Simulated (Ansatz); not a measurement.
# BH7NPSi: basis-set convergence

One table from this session's results is given with a row withheld; the runs are named, their logs left out.

The runs use Ansatz 0.2.0, Gaussian basis; one geometry, several basis sets.

Levels to be run: PBE0-D4/def2-SVP; ωB97M-V/def2-SVP; PBE0-D4/def2-QZVPP; ωB97M-V/def2-QZVPP; the functionals' def2-TZVPP values are taken from earlier runs.

## The relaxed structure

The geometry comes from an earlier relaxation with PBE0-D4 in a triple-zeta def2 set; it is a stationary point, not always the lowest conformer.

SMILES `BP(N)[SiH3]`, 11 atoms, charge 0, spin multiplicity 1.

Atoms are counted from 1 here; the program's logs count them from 0.

Bond lengths: B1–P2 1.824 Å, B1–H5 1.195 Å, B1–H6 1.193 Å, P2–N3 1.698 Å, P2–Si4 2.241 Å, N3–H7 1.008 Å, N3–H8 1.008 Å, Si4–H9 1.485 Å, Si4–H10 1.487 Å, Si4–H11 1.489 Å. Angles: P2–B1–H5 116.0°, P2–B1–H6 121.9°, H5–B1–H6 121.7°, B1–P2–N3 112.4°, B1–P2–Si4 106.9°, N3–P2–Si4 111.0°, P2–N3–H7 118.3°, P2–N3–H8 115.5°, H7–N3–H8 111.6°, P2–Si4–H9 108.0°, P2–Si4–H10 108.7°, P2–Si4–H11 112.5°, H9–Si4–H10 109.8°, H9–Si4–H11 110.1°, H10–Si4–H11 107.7°.

Set-up of the first run:

Contents of in.yaml:

```yaml
crystal:
  periodic: [false, false, false]
  atoms:
    - {symbol: B, position_ang: [-1.106542, 1.564354, 0.083569]}
    - {symbol: P, position_ang: [-0.723879, -0.207782, 0.280647]}
    - {symbol: N, position_ang: [-0.111027, -0.571156, 1.822375]}
    - {symbol: Si, position_ang: [0.757749, -0.734845, -1.315877]}
    - {symbol: H, position_ang: [-1.303863, 1.937289, -1.034517]}
    - {symbol: H, position_ang: [-1.273034, 2.281426, 1.022630]}
    - {symbol: H, position_ang: [0.780817, -0.181735, 2.086332]}
    - {symbol: H, position_ang: [-0.193958, -1.534591, 2.105238]}
    - {symbol: H, position_ang: [0.205776, -0.285772, -2.618732]}
    - {symbol: H, position_ang: [0.942878, -2.210275, -1.327797]}
    - {symbol: H, position_ang: [2.090583, -0.113813, -1.083167]}
basis:
  gaussian: {orbitals: def2-SVP}
hamiltonian: {xc: pbe0, dispersion: d4}
output: {orbitals: {seedname: orbitals}}
```

Run with:

```
ansatz run in.yaml --threads 2 --pin off --events-out ev --progress --plain --max-ram 4352MiB
```

Steps of the session up to this table: PBE0-D4 in def2-SVP; ωB97M-V in def2-SVP; PBE0-D4 in def2-QZVPP; ωB97M-V in def2-QZVPP.

One table of the session follows, with a row left open; its other results are not shown here.

It belongs to the step «Density functionals: the series». 

| functional | basis | HOMO (eV) | LUMO (eV) |
| --- | --- | --- | --- |
| PBE0-D4 | def2-SVP | ? | ? |
| PBE0-D4 | def2-TZVPP | -6.90 | -1.62 |
| PBE0-D4 | def2-QZVPP | -6.92 | -1.66 |
| ωB97M-V | def2-SVP | -8.84 | 0.53 |
| ωB97M-V | def2-TZVPP | -8.94 | 0.24 |
| ωB97M-V | def2-QZVPP | -8.96 | 0.13 |

Q: Estimate the row for PBE0-D4, def2-SVP from the others.

The run gave: HOMO (eV): -6.83; LUMO (eV): -1.46. In the column «HOMO (eV)» it is the highest.
